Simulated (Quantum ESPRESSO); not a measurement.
GaGe, 2 atoms in the cell. It takes space group F-43m (No. 216, cubic). The conventional cell has a = 5.796 Å, b = 5.796 Å, c = 5.796 Å, α = 90.00°, β = 90.00°, γ = 90.00°. Ge (site symmetry -43m) has 4 Ga at 2.51 Å as nearest neighbours. Ga (site symmetry -43m) is surrounded by 4 Ge at 2.51 Å. The cell comes from a database or a generator and needn't be the stable form of this composition.

```yaml
Program: Quantum ESPRESSO 7.5
Task: relaxation of cell and atoms
Functional: PBEsol
Potentials_or_basis: GBRV 1.5 PBEsol
Cutoff: 871 eV
Density_cutoff: 7007 eV
k_mesh: 8 × 8 × 8
Occupations: fermi-dirac, width 0.05 eV
Spin: no spin polarisation
Target_pressure: 20 GPa
Mixing_beta: 0.5
Most_SCF_iterations: 120
SCF_threshold: 4e-10 Ry
Most_ionic_steps: 40
Forc_conv_thr: 0.0004 Ry/bohr
Etot_conv_thr: 1e-05 Ry
Ion_dynamics: bfgs
Cell_dynamics: bfgs
Press_conv_thr: 0.3 kbar
```

Potentials or basis: GBRV 1.5 PBEsol.

The run is started by

```sh
$ OMP_NUM_THREADS=1 mpirun -n 2 pw.x -nk 2 -in pw.in > pw.out
```

Hardware: 2 MPI ranks on Arm Neoverse V2, with other jobs on the host.

How long does it take, and how much memory?

It took 110 s on 2 MPI ranks on Arm Neoverse V2, on a shared host, peak memory 0.38 GiB a rank. Counts: scf iterations 52, k pools 2, bands 24, ion steps 6, k points 29, g dense 64767.
